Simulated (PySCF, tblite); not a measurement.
# C₅H₈NO₂ radical: geometry, infrared bands and EPR parameters

What infrared bands and EPR parameters should C₅H₈NO₂ radical (`CO[C@@H]1[CH][C@H]1C(N)=O`) show?

Programs: tblite 0.8.0 and PySCF 2.14.0, with density-fitted response routines of our own. Each step states its level of theory. These are calculated values for one molecule in the gas phase, unless marked as measured. Atoms are numbered from 0 throughout.

## 1. The molecule as given

16 atoms, charge 0, multiplicity 2; geometry from: force field or distance geometry start.

Bonds of the start (Å): C0–O1 1.42, O1–C2 1.44, C2–C3 1.45, C3–C4 1.44, C4–C5 1.47, C5–N6 1.36, C5–O7 1.23, C4–C2 1.52, C0–H8 1.09, C0–H9 1.09, C0–H10 1.10, C2–H11 1.08, C3–H12 1.08, C4–H13 1.09, N6–H14 1.00, N6–H15 1.02.

## 2. Relaxing the molecule with GFN2-xTB

What the job is given:

```
{"job": {"kind": "relax", "xc": "GFN2-xTB", "basis": "xTB"}, "charge": 0, "multiplicity": 2}
C      2.440800     0.849900    -0.657400
O      1.830100    -0.433900    -0.638300
C      0.777700    -0.534200     0.345300
C     -0.219900    -1.583800     0.269200
C     -0.623400    -0.277700    -0.174800
C     -1.583500     0.472200     0.650000
N     -2.786800    -0.119900     0.844800
O     -1.297600     1.577800     1.114200
H      3.219000     0.852400    -1.419200
H      2.880900     1.080000     0.317300
H      1.683300     1.609700    -0.913600
H      0.994800    -0.226700     1.360900
H     -0.103300    -2.437900    -0.373500
H     -0.733600    -0.155200    -1.254400
H     -3.011300    -1.027700     0.481100
H     -3.474700     0.364000     1.423500
```

The run is started by

```bash
$ OMP_NUM_THREADS=1 python probes_run.py task.json out
```

One launch serves the whole session: the jobs run in the order shown.

Standard output:

```text
step      E/eV     max force
  0    -699.43673    2.483
  1    -699.51935    2.616
  2    -699.59084    0.898
  3    -699.63833    0.685
  4    -699.67519    0.620
  5    -699.68957    0.322
  6    -699.69977    0.301
  7    -699.70581    0.292
  8    -699.70953    0.160
  9    -699.71147    0.115
 10    -699.71337    0.153
 11    -699.71516    0.161
 12    -699.71659    0.094
 13    -699.71749    0.077
 14    -699.71817    0.083
 15    -699.71891    0.080
 16    -699.71965    0.070
 17    -699.72019    0.065
 18    -699.72051    0.045
 19    -699.72077    0.044
 20    -699.72108    0.061
 21    -699.72140    0.053
 22    -699.72165    0.038
 23    -699.72182    0.034
 24    -699.72196    0.037
 25    -699.72212    0.038
 26    -699.72230    0.033
 27    -699.72246    0.036
 28    -699.72260    0.031
 29    -699.72272    0.036
 30    -699.72286    0.037
 31    -699.72302    0.041
 32    -699.72320    0.037
 33    -699.72338    0.031
 34    -699.72355    0.030
 35    -699.72372    0.038
 36    -699.72388    0.036
 37    -699.72403    0.033
 38    -699.72417    0.025
 39    -699.72428    0.027
 40    -699.72440    0.034
 41    -699.72453    0.041
 42    -699.72472    0.047
 43    -699.72495    0.050
 44    -699.72520    0.042
 45    -699.72541    0.030
 46    -699.72557    0.027
 47    -699.72570    0.031
 48    -699.72582    0.033
 49    -699.72593    0.025
 50    -699.72606    0.029
 51    -699.72620    0.030
 52    -699.72638    0.041
 53    -699.72663    0.041
 54    -699.72697    0.052
 55    -699.72731    0.059
 56    -699.72759    0.046
 57    -699.72783    0.039
 58    -699.72805    0.036
 59    -699.72822    0.047
 60    -699.72836    0.036
 61    -699.72853    0.040
 62    -699.72879    0.049
 63    -699.72919    0.069
 64    -699.72968    0.087
 65    -699.73025    0.087
 66    -699.73089    0.079
 67    -699.73171    0.088
 68    -699.73209    0.263
 69    -699.73393    0.181
 70    -699.73574    0.097
 71    -699.73815    0.151
 72    -699.74015    0.236
 73    -699.74151    0.113
 74    -699.74323    0.142
 75    -699.74557    0.192
 76    -699.74751    0.125
 77    -699.75104    0.122
 78    -699.75328    0.174
 79    -699.75460    0.277
 80    -699.75671    0.429
 81    -699.75909    0.109
 82    -699.76043    0.106
 83    -699.76263    0.108
 84    -699.76352    0.160
 85    -699.76460    0.079
 86    -699.76532    0.084
 87    -699.76621    0.086
 88    -699.76730    0.085
 89    -699.76838    0.091
 90    -699.76970    0.086
 91    -699.77067    0.073
 92    -699.77110    0.143
 93    -699.77177    0.087
 94    -699.77239    0.075
 95    -699.77422    0.106
 96    -699.77511    0.080
 97    -699.77585    0.062
 98    -699.77656    0.099
 99    -699.77750    0.082
100    -699.77956    0.125
101    -699.78246    0.207
102    -699.78550    0.310
103    -699.78796    0.248
104    -699.78953    0.126
105    -699.79054    0.081
106    -699.79146    0.067
107    -699.79239    0.098
108    -699.79330    0.114
109    -699.79408    0.091
110    -699.79469    0.072
111    -699.79526    0.063
112    -699.79580    0.055
113    -699.79623    0.043
114    -699.79640    0.032
115    -699.79657    0.036
116    -699.79675    0.046
117    -699.79695    0.045
118    -699.79712    0.032
119    -699.79724    0.032
120    -699.79734    0.020
121    -699.79743    0.027
122    -699.79751    0.028
123    -699.79761    0.026
124    -699.79772    0.024
125    -699.79780    0.023
126    -699.79787    0.019
127    -699.79791    0.016
128    -699.79796    0.015
129    -699.79800    0.015
130    -699.79803    0.015
131    -699.79806    0.019
132    -699.79809    0.026
133    -699.79816    0.033
134    -699.79829    0.038
135    -699.79848    0.041
136    -699.79871    0.038
137    -699.79893    0.033
138    -699.79913    0.037
139    -699.79936    0.045
140    -699.79964    0.044
141    -699.79992    0.036
142    -699.80015    0.035
143    -699.80036    0.036
144    -699.80058    0.039
145    -699.80100    0.039
146    -699.80122    0.029
147    -699.80130    0.071
148    -699.80061    0.113
149    -699.80153    0.033
150    -699.80159    0.036
151    -699.80166    0.034
152    -699.80173    0.015
153    -699.80175    0.015
154    -699.80178    0.014
155    -699.80179    0.019
156    -699.80180    0.021
157    -699.80181    0.020
158    -699.80184    0.020
159    -699.80187    0.016
160    -699.80191    0.017
161    -699.80194    0.014
162    -699.80196    0.010
```

Run time: 0.93 s. Hardware: 1 thread of Arm Neoverse V1, shared host.

Step by step: (not every step is listed)

| step | energy from step 0 (eV) | largest force (eV/Å) |
| --- | --- | --- |
| 0 | 0.0000 | 2.4833 |
| 1 | -0.0826 | 2.6164 |
| 2 | -0.1541 | 0.8976 |
| 3 | -0.2016 | 0.6848 |
| 4 | -0.2385 | 0.6205 |
| 5 | -0.2528 | 0.3220 |
| 6 | -0.2630 | 0.3014 |
| 7 | -0.2691 | 0.2917 |
| 8 | -0.2728 | 0.1600 |
| 22 | -0.2849 | 0.0383 |
| 36 | -0.2871 | 0.0364 |
| 50 | -0.2893 | 0.0286 |
| 64 | -0.2930 | 0.0873 |
| 78 | -0.3166 | 0.1744 |
| 92 | -0.3344 | 0.1432 |
| 106 | -0.3547 | 0.0670 |
| 120 | -0.3606 | 0.0202 |
| 134 | -0.3616 | 0.0377 |
| 148 | -0.3639 | 0.1127 |
| 157 | -0.3651 | 0.0202 |
| 158 | -0.3651 | 0.0196 |
| 159 | -0.3651 | 0.0164 |
| 160 | -0.3652 | 0.0171 |
| 161 | -0.3652 | 0.0140 |
| 162 | -0.3652 | 0.0099 |

Distances of close pairs at the start and the end, largest changes first:

| bond | before (Å) | after (Å) | change (Å) |
| --- | --- | --- | --- |
| O1–C2 | 1.444 | 1.385 | -0.059 |
| C3–C4 | 1.437 | 1.475 | +0.038 |
| C2–C4 | 1.516 | 1.550 | +0.034 |
| C4–C5 | 1.471 | 1.498 | +0.027 |
| C5–O7 | 1.233 | 1.210 | -0.022 |
| N6–H15 | 1.021 | 1.007 | -0.014 |
| C0–O1 | 1.422 | 1.411 | -0.011 |
| C2–H11 | 1.083 | 1.092 | +0.009 |

The next job starts from the end point, and lists it.

## 3. Harmonic vibrations with GFN2-xTB

What the job is given:

```
{"job": {"kind": "ir", "xc": "GFN2-xTB", "basis": "xTB"}, "charge": 0, "multiplicity": 2}
C      2.273358     0.940985    -0.780656
O      1.833658    -0.389650    -0.620360
C      0.869529    -0.545452     0.361806
C      0.133317    -1.781709     0.487471
C     -0.640209    -0.616802     0.018707
C     -1.522989     0.149926     0.955380
N     -2.770782     0.373795     0.471175
O     -1.160731     0.572523     2.030126
H      3.044155     0.917158    -1.548314
H      2.697063     1.332397     0.150534
H      1.455051     1.595710    -1.100611
H      1.041658     0.041558     1.266224
H      0.270097    -2.714676    -0.016965
H     -0.985635    -0.621764    -1.012015
H     -3.108511    -0.075204    -0.360732
H     -3.436627     0.830148     1.073229
```

Standard output:

```text
mode    cm-1     km/mol
  1      46.6      9.47
  2      79.0      8.41
  3     111.5      2.32
  4     150.1      0.54
  5     210.3      8.14
  6     295.2     30.07
  7     321.1    193.94
  8     358.4      3.19
  9     431.4      9.65
 10     458.4     12.89
 11     530.8     16.69
 12     582.7     17.57
 13     640.9    110.23
 14     711.8      2.12
 15     830.9     17.20
 16     838.4     30.07
 17     903.1     63.99
 18     987.7      3.66
 19    1015.5     35.14
 20    1031.4     16.97
 21    1057.2     67.02
 22    1059.9     37.14
 23    1127.6     25.39
 24    1129.2     25.88
 25    1172.1     54.14
 26    1187.9     20.10
 27    1262.8     14.98
 28    1281.9    276.05
 29    1399.4     13.76
 30    1420.1    112.46
 31    1451.9    135.88
 32    1465.1      7.31
 33    1482.2      4.20
 34    1750.8    424.75
 35    2918.0     44.81
 36    2923.6      1.85
 37    2937.3     40.80
 38    2977.0     34.38
 39    3029.3     15.31
 40    3155.6     25.24
 41    3467.5     20.79
 42    3543.8      6.64
```

Wall time 0.45 s (1 thread of Arm Neoverse V1, shared host).

The strongest bands and the atoms that carry them (share of the mass-weighted mode):

| cm⁻¹ | km/mol | atoms |
| --- | --- | --- |
| 321 | 193.9 | H14 49 %, H15 15 %, N6 11 % |
| 641 | 110.2 | C5 35 %, H12 31 % |
| 903 | 64.0 | C4 22 %, H13 19 %, C2 19 %, O1 12 % |
| 1057 | 67.0 | O1 24 %, C0 20 %, C3 14 % |
| 1282 | 276.1 | C5 53 %, H15 14 %, N6 11 % |
| 1420 | 112.5 | C2 38 %, C3 26 %, C4 19 % |
| 1452 | 135.9 | H14 40 %, H15 34 %, N6 19 % |
| 1751 | 424.8 | C5 63 %, O7 33 % |

## 4. g tensor and hyperfine couplings: B3LYP/pcH-1

The job, as its differences from that of step 3:

```diff
@@ -1,2 +1,2 @@
-{"job": {"kind": "ir", "xc": "GFN2-xTB", "basis": "xTB"}, "charge": 0, "multiplicity": 2}
+{"job": {"kind": "epr", "basis": "pcH-1"}, "charge": 0, "multiplicity": 2}
 C      2.273358     0.940985    -0.780656
```

With the program's defaults for keys left out, this is: UKS B3LYP, pcH-1 on C H N O, non-relativistic, mean-field spin-orbit, GIAO.

Standard output:

```text
UKS, coarse grid
  cycle   1  E = -400.26686076  |g| = 7.32e-01
  cycle   2  E = -399.40883701  |g| = 1.61e+00
  cycle   3  E = -400.43786730  |g| = 2.70e-01
  cycle   4  E = -400.46598634  |g| = 9.68e-02
  cycle   5  E = -400.46886788  |g| = 3.48e-02
  cycle   6  E = -400.46938522  |g| = 9.55e-03
  cycle   7  E = -400.46943348  |g| = 2.69e-03
  cycle   8  E = -400.46943962  |g| = 1.57e-03
  cycle   9  E = -400.46944170  |g| = 4.72e-04
UKS, final grid
  cycle   1  E = -400.46942991  |g| = 7.32e-04
  cycle   2  E = -400.46942948  |g| = 1.31e-03
  cycle   3  E = -400.46943012  |g| = 1.79e-04
  cycle   4  E = -400.46943013  |g| = 3.69e-05
  cycle   5  E = -400.46943013  |g| = 2.23e-05
E = -400.46943013 Eh   <S^2> = 0.7533 (exact 0.7500)
g shifts (ppm)      1          2          3
  rmc          -156       -156       -156
  gc             41         10         -9
  oz_so         -37        550        785
  total        -152        405        621
hyperfine (MHz)  atom isotope    a_iso     a_fc   dipolar eigenvalues
    0   13C       2.86       2.86     -1.05     -0.88      1.94
    1   17O     -25.36     -25.36     -7.14      2.53      4.60
    2   13C      -1.99      -1.99     -4.32      1.48      2.84
    3   13C     297.09     297.09    -72.11    -69.41    141.52
    4   13C     -17.54     -17.54     -8.36     -3.47     11.83
    5   13C      46.05      46.05     -4.72     -4.13      8.86
    6   14N       2.55       2.55     -0.73     -0.55      1.29
    7   17O       0.16       0.16     -3.08      0.60      2.48
    8    1H       0.93       0.93     -1.12     -0.75      1.87
    9    1H      -0.97      -0.97     -1.50     -0.86      2.37
   10    1H      -0.67      -0.67     -1.51     -0.89      2.39
   11    1H      79.26      79.26     -7.22     -2.77      9.99
   12    1H     -19.56     -19.56    -32.35     -4.23     36.58
   13    1H      47.51      47.51     -6.77     -1.46      8.24
   14    1H      -0.68      -0.68     -1.95     -1.03      2.98
   15    1H       2.39       2.39     -1.66     -0.84      2.51
```

Run time: 69 s. Hardware: 1 thread of Arm Neoverse V1, shared host; peak memory 1 GiB.

Principal g values 2.00217, 2.00272, 2.00294; g(iso) = 2.00261, against 2.00232 for a free electron.

Mean a(iso) over the nuclei that a row names, and the largest dipolar term of the row (other rows stand at the frozen geometry):

| nuclei | isotope | a(iso) (MHz) | a(iso) (G, at g = 2.0023) | largest dipolar term (MHz) |
| --- | --- | --- | --- | --- |
| C3 | 13C | 297.1 | 106.0 | 141.5 |
| H11 | 1H | 79.3 | 28.3 | 10.0 |
| H13 | 1H | 47.5 | 17.0 | 8.2 |
| C5 | 13C | 46.0 | 16.4 | 8.9 |
| O1 | 17O | -25.4 | -9.1 | -7.1 |
| H12 | 1H | -19.6 | -7.0 | 36.6 |
| C4 | 13C | -17.5 | -6.3 | 11.8 |
| C0 | 13C | 2.9 | 1.0 | 1.9 |
| N6 | 14N | 2.5 | 0.9 | 1.3 |
| H15 | 1H | 2.4 | 0.9 | 2.5 |
| C2 | 13C | -2.0 | -0.7 | -4.3 |
| H14 | 1H | -0.7 | -0.2 | 3.0 |
| H8, H9, H10 | 1H | -0.2 | -0.1 | 2.4 |
| O7 | 17O | 0.2 | 0.1 | -3.1 |

Mulliken spin populations:

C0 0.01; O1 0.01; C2 -0.03; C3 0.93; C4 0.02; C5 0.02; N6 0.01; O7 0.00; H8 0.00; H9 0.00; H10 0.00; H11 0.03; H12 -0.02; H13 0.02; H14 0.00; H15 0.00

In first order the couplings over 0.8 MHz of 1H, 14N give 48 distinct lines over 54.9 G, if the averaged nuclei exchange fast.

Orbitals, density, ELF and potential are computed afterwards from the orbital file.

ELF in a plane through or near 6 of the atoms.

Ten even steps from ' ' (0.00) to '@' (0.99):
```
                                                        
                                                        
                                                        
                                                        
                                                        
                    ..                    ..            
              ..::==++::            ..--++%%%%++        
          ..--********..        ::::==**%%@@@@%%..      
        ::==**==::++::    ....::==++%%**==@@%%**        
        --++++==++**::::==##**##%%==**%%%%##==..        
        ......::######****@@##--@@%%==**##**==..        
              **@@**##**--##++::**++....::--..          
              **%%##--::******@@%%==..                  
              ::::..  ..++**==**++::                    
                      ::%%@@@@%%--..                    
                      ==@@@@@@@@--                      
                      ::%%@@@@##..                      
                          ....                          
                                                        
                                                        
```
The map spans 12.1 Å across and 10.7 Å up, centred on the molecule. Atoms in the plane (x, y in Å): C0 (-2.5, 0.7), O1 (-1.9, -0.6), C4 (0.7, -0.5), N6 (2.7, 0.7), H12 (0.0, -2.7), H15 (3.5, 1.2).

On the surface of density 0.002 e/bohr³ the electrostatic potential runs, from the 1st to the 99th percentile, from -1.95 V near O7 to 2.22 V near H14.

The spin density lies nearest to C3 68 %; H12 9 %.

## 5. What came out

```
                                 quantity                  value
strongest single infrared mode (GFN2-xTB)  1751 cm⁻¹, 425 km/mol
             zero-point energy (GFN2-xTB)          76.8 kcal/mol
                           g(iso) (B3LYP)                2.00261
                                     ⟨S²⟩     0.753 (exact 0.75)
       largest a(iso) (averaged by class)   13C on C3, 297.1 MHz
    surface potential, 1st and 99th percentile     -1.95 V and 2.22 V
```

The optimisation took 162 steps and gained 0.365 eV; among the close pairs (by a distance rule), O1–C2 changed most, from 1.444 to 1.385 Å. No mode is imaginary among the 42: a minimum at this level. The strongest single mode, at 1751 cm⁻¹, moves mainly C5 and O7. GFN2-xTB is a fitted tight-binding method: band positions and strengths are rough. Its intensities can rank the bands wrongly. Most of the unpaired spin sits on C3 (0.93 e). The isotropic g lies 0.3 ppt above the free-electron value.
